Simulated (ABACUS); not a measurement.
Ba2Tl5V3O12:

```
Tl Ba V O
1.0
     8.15421    0.00000    0.00000
    -4.07711    7.06176    0.00000
     0.00000    0.00000    6.92128
Tl Ba V O
5 2 3 12
Cartesian
  4.0771 0.0000 3.4606
  -2.0386 3.5309 3.4606
  2.0386 3.5309 3.4606
  0.0000 4.7079 1.5565
  4.0771 2.3539 5.3648
  0.0000 0.0000 1.6301
  0.0000 0.0000 5.2912
  4.0771 0.0000 0.0000
  -2.0386 3.5309 0.0000
  2.0386 3.5309 0.0000
  1.3636 2.4246 5.6370
  1.2955 7.0304 5.6370
  -2.6592 4.6685 5.6370
  1.4179 2.3932 1.2843
  5.4407 4.6372 1.2843
  5.3726 0.0314 1.2843
  2.7135 4.6372 1.2843
  2.7816 0.0314 1.2843
  6.7363 2.3932 1.2843
  2.6592 4.6685 5.6370
  -1.3636 2.4246 5.6370
  -1.2955 7.0304 5.6370
```

The cell was built by a generator and needn't be a form met in nature.

Base run:

- Program: ABACUS 3.10.1
- Functional: WC
- Potentials or basis: SG15 ONCV 1.2 PBE
- Cutoff: 1361 eV
- Density cutoff: 5442 eV
- Basis: DZP LCAO (the cutoffs set its grid)
- k mesh: 3 × 3 × 3
- Occupations: fermi-dirac, width 0.05 eV
- Spin: collinear spin, ferromagnetic start
- Starting moments: [0.0, 0.0, 0.0, 0.0, 0.0, 0.0, 0.0, 2.0, 2.0, 2.0, 0.0, 0.0, 0.0, 0.0, 0.0, 0.0, 0.0, 0.0, 0.0, 0.0, 0.0, 0.0] μB

Its results: band gap on the k mesh none (metal or under the smearing width); pressure -11.1 GPa; net moment 0.00 μB per cell; largest force 0.460 eV/Å.

Q: The run is repeated on the same cell with these changes: functional from WC to PBEsol. What comes out?

A: Band gap on the k mesh none (metal or under the smearing width); pressure -1.8 GPa; net moment 0.00 μB per cell; largest force 0.118 eV/Å.

Caveats: the atomic orbitals were generated for these runs and aren't a published set; the potentials were made for another functional, which shifts forces and pressure; the basis of atomic orbitals isn't converged, which shifts pressures, moduli and gaps; semilocal functionals often make such compounds metallic where correlation or magnetic order opens a gap, which also shifts bond lengths.
